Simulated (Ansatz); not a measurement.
What does this script print? It uses Ansatz 0.2.0, Python API.

The script reads `c2h6n2.xyz`:
```text
10

N    -0.36060    0.89190   -1.16590
C    -0.34410   -0.37370   -0.75940
C     0.09090   -0.78900    0.40870
N     0.63690    0.02530    1.44330
H    -0.30230    1.02120   -2.20360
H     0.27060    1.53170   -0.68850
H    -0.66860   -1.08500   -1.49290
H     0.20530   -1.83650    0.64440
H     0.40560   -0.38140    2.40520
H     0.14940    0.94430    1.41160
```

`c2h6n2.py`
```python
from collections import Counter
import logging
import sys

import ansatz as az

logging.basicConfig(stream=sys.stdout, format="%(levelname)s %(message)s")
log = logging.getLogger("ansatz_job")
log.setLevel(logging.INFO)

BASIS_SET = "cc-pVDZ"
XC = "PBE0"
VDW = "d4"


def total_energy(molecule, charge=0, unpaired=0):
    calc = (
        molecule.calculation()
        .basis(gaussian=BASIS_SET)
        .functional(XC, dispersion=VDW)
    )
    if charge:
        calc = calc.charge(charge)
    if unpaired:
        calc = calc.spin("collinear", total=unpaired)
    report = calc.run(threads=1).report
    if report["published_state_doubts"]:
        print("  doubts:", report["published_state_doubts"])
    return report["free_energy_ev"]


def main() -> None:
    geometry = az.Crystal.molecule_from_extxyz("c2h6n2.xyz")

    unpaired = {"N": 3, "C": 2, "H": 1}
    counts = Counter(site.symbol for site in geometry.cartesian_sites)
    atom_energy = {s: total_energy(az.Crystal.molecule().atom(s, (0, 0, 0)), 0, unpaired[s]) for s in counts}
    whole = total_energy(geometry, 0, 0)
    for s, e in atom_energy.items():
        log.info(f"{s:2s} x{counts[s]}  {e:14.5f} eV")
    log.info(f"C2H6N2: {whole:.5f} eV")
    split = sum(counts[s] * e for s, e in atom_energy.items()) - whole
    log.info(f"atomisation energy (no zero-point term): {split:.3f} eV, {split / sum(counts.values()):.3f} eV an atom")


if __name__ == "__main__":
    main()
```

```console
$ python c2h6n2.py
INFO N  x2     -1483.85724 eV
INFO C  x2     -1028.56355 eV
INFO H  x6       -13.61358 eV
INFO C2H6N2: -5145.08221 eV
INFO atomisation energy (no zero-point term): 38.559 eV, 3.856 eV an atom
```

38.559 eV from the electronic energies, without the zero-point term.

What to keep in mind:
- Total energies depend on the basis set; only differences at equal settings carry meaning.
- The geometry is a force-field or estimated start, not a minimum of this method, and the basis set is short of its limit. All parts are taken at fixed geometry, without zero-point energy.
- The whole script took 1.4 s on 1 thread of Intel(R) Xeon(R) 6975P-C (Granite Rapids), on a shared host, peak memory 0.21 GiB.

(Lines on the test bed's own set-up are left out of the output.)
